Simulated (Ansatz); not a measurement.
# CH6OSeSn: small, medium and large basis sets

The task here is to estimate one member of a computed series from the others.

Method: one geometry, several basis sets; program: Ansatz 0.2.0, Gaussian basis.

Levels to be run: PBE0-D4/def2-SVP; ωB97M-V/def2-SVP; PBE0-D4/def2-QZVPP; ωB97M-V/def2-QZVPP; the functionals' def2-TZVPP values are taken from earlier runs.

### Structure used throughout

The geometry comes from an earlier relaxation with PBE0-D4 in a triple-zeta def2 set; it is a stationary point, not always the lowest conformer. Sn takes the def2 core potential; no spin-orbit term is included.

SMILES `C[O][SnH2][SeH]`, 10 atoms, charge 0, spin multiplicity 1.

Atoms are counted from 1 here; the program's logs count them from 0.

Bond lengths: C1–O2 1.405 Å, C1–H5 1.100 Å, C1–H6 1.098 Å, C1–H7 1.094 Å, O2–Sn3 1.963 Å, Sn3–Se4 2.527 Å, Sn3–H8 1.696 Å, Sn3–H9 1.707 Å, Se4–H10 1.469 Å. Angles: O2–C1–H5 112.4°, O2–C1–H6 112.3°, O2–C1–H7 108.2°, H5–C1–H6 108.1°, H5–C1–H7 107.7°, H6–C1–H7 107.9°, C1–O2–Sn3 119.7°, O2–Sn3–Se4 108.8°, O2–Sn3–H8 103.6°, O2–Sn3–H9 108.1°, Se4–Sn3–H8 110.4°, Se4–Sn3–H9 109.0°, H8–Sn3–H9 116.7°, Sn3–Se4–H10 91.5°.

The first run:

in.yaml

```yaml
crystal:
  periodic: [false, false, false]
  atoms:
    - {symbol: C, position_ang: [-1.071336, 1.237080, -0.115874]}
    - {symbol: O, position_ang: [-1.259472, -0.121855, 0.185870]}
    - {symbol: Sn, position_ang: [0.299524, -1.276206, 0.483914]}
    - {symbol: Se, position_ang: [1.820925, -1.123671, -1.528215]}
    - {symbol: H, position_ang: [-0.583160, 1.785108, 0.703015]}
    - {symbol: H, position_ang: [-0.475835, 1.383368, -1.027040]}
    - {symbol: H, position_ang: [-2.053627, 1.689249, -0.280092]}
    - {symbol: H, position_ang: [-0.372289, -2.829391, 0.599835]}
    - {symbol: H, position_ang: [1.132994, -0.695900, 1.856125]}
    - {symbol: H, position_ang: [2.645278, -0.098879, -0.874636]}
basis:
  gaussian: {orbitals: def2-SVP}
hamiltonian: {xc: pbe0, dispersion: d4}
output: {orbitals: {seedname: orbitals}}
```

Run with:

```console
$ ansatz run in.yaml --threads 2 --pin off --events-out ev --progress --plain --max-ram 32768MiB --backend cpu
```

Among the steps run: PBE0-D4 in def2-SVP; ωB97M-V in def2-SVP; PBE0-D4 in def2-QZVPP; ωB97M-V in def2-QZVPP.

One table of the session follows, with a row left open; its other results are not shown here.

It belongs to the step «Density functionals: the series». 

| functional | basis | HOMO (eV) |
| --- | --- | --- |
| PBE0-D4 | def2-SVP | -7.08 |
| PBE0-D4 | def2-TZVPP | -7.21 |
| PBE0-D4 | def2-QZVPP | -7.23 |
| ωB97M-V | def2-SVP | -9.23 |
| ωB97M-V | def2-TZVPP | ? |
| ωB97M-V | def2-QZVPP | -9.40 |

Q: Estimate the row for ωB97M-V, def2-TZVPP from the others.

**Answer.** HOMO (eV): -9.38. In the column «HOMO (eV)» it lies between ωB97M-V, def2-QZVPP (-9.40) and ωB97M-V, def2-SVP (-9.23).
